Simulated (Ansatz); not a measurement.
# SiGe: the cost of one run

Method: DFT PBEsol, scalar-relativistic, plane waves, PAW, in Ansatz 0.2.0.

17 further runs of the same task are left out: 17 set aside as unsound or not needed.

## 1. The structure to begin with

The structure is hexagonal, space group P6_3mc (No. 186). Conventional cell: a = 3.900 Å, b = 3.900 Å, c = 6.443 Å, α = 90.00°, β = 90.00°, γ = 120.00°. Si (site symmetry 3m) has 4 Ge at 2.39 to 2.41 Å as nearest neighbours. Ge (site symmetry 3m) is surrounded by 4 Si at 2.39 to 2.41 Å.

Structure file:

```cif
data_structure
_symmetry_space_group_name_H-M 'P 1'
_symmetry_Int_Tables_number 1
_cell_length_a 3.9005
_cell_length_b 3.9005
_cell_length_c 6.4432
_cell_angle_alpha 90.000
_cell_angle_beta 90.000
_cell_angle_gamma 120.000
_cell_volume 84.89
loop_
_atom_site_label
_atom_site_type_symbol
_atom_site_fract_x
_atom_site_fract_y
_atom_site_fract_z
_atom_site_occupancy
Si1 Si 0.66667 0.33333 0.87455 1
Si2 Si 0.33333 0.66667 0.37455 1
Ge1 Ge 0.66667 0.33333 0.50045 1
Ge2 Ge 0.33333 0.66667 0.00045 1
```

It goes back to an entry of the Materials Project, which need not be the stable form.

It is the result of an earlier relaxation at this level (volume 21.22 Å³/atom; gap on the mesh: 0.35 eV).

## 3. Setting up the map

Atoms count from 1 in the order of the input.

The energy is mapped over a free internal coordinate and the cell.

First coordinate, shift of Ge3 along [0 0 1], its symmetry partners moved as symmetry demands (measured in the relaxed cell): 7 values from −0.15 Å. Second coordinate, volume per atom at fixed shape: 7 values from 19.52 to 22.92 Å³.

Nothing else is relaxed (all other coordinates fixed). Energies count from the relaxed crystal. Points are written as (first, second).

(The set-up runs are not shown.)

## 4. Grid point (−0.05 Å, 20.66 Å³)

input.yaml reads:

```yaml
crystal:
  lattice:
    - [3.865492047, 0.0, 0.0]
    - [-1.9327460235, 3.3476143109, 0.0]
    - [0.0, 0.0, 6.385384313]
  atoms:
    - { symbol: Si, position: [0.6666666667, 0.3333333333, 0.8745463082] }
    - { symbol: Si, position: [0.3333333333, 0.6666666667, 0.3745463082] }
    - { symbol: Ge, position: [0.6666666667, 0.3333333333, 0.4926925203] }
    - { symbol: Ge, position: [0.3333333333, 0.6666666667, -0.0073074797] }
basis:
  ecutwfc: 420
kpoints:
  mp_grid: { grid: [12, 12, 6] }
hamiltonian:
  xc: pbesol
  pseudopotentials: { kind: paw, azcp: { folder: soft_1 } }
scf:
  occupations: { method: gaussian, width: 0.03 }
output:
  forces: true
  stress: true
  eigenvalues: true
```

Command:

```
> ansatz run input.yaml --threads 1 --pin off --max-ram 2048MiB --backend cpu --events-out ev --progress --plain --runs-dir out
```

**Question.** How long does this run take on 1 thread of Intel Xeon Platinum 8259CL at 2.50GHz (Skylake/Cascade Lake), shared host, and how much memory does it need?

About 16 s, with a peak of 0.44 GiB.
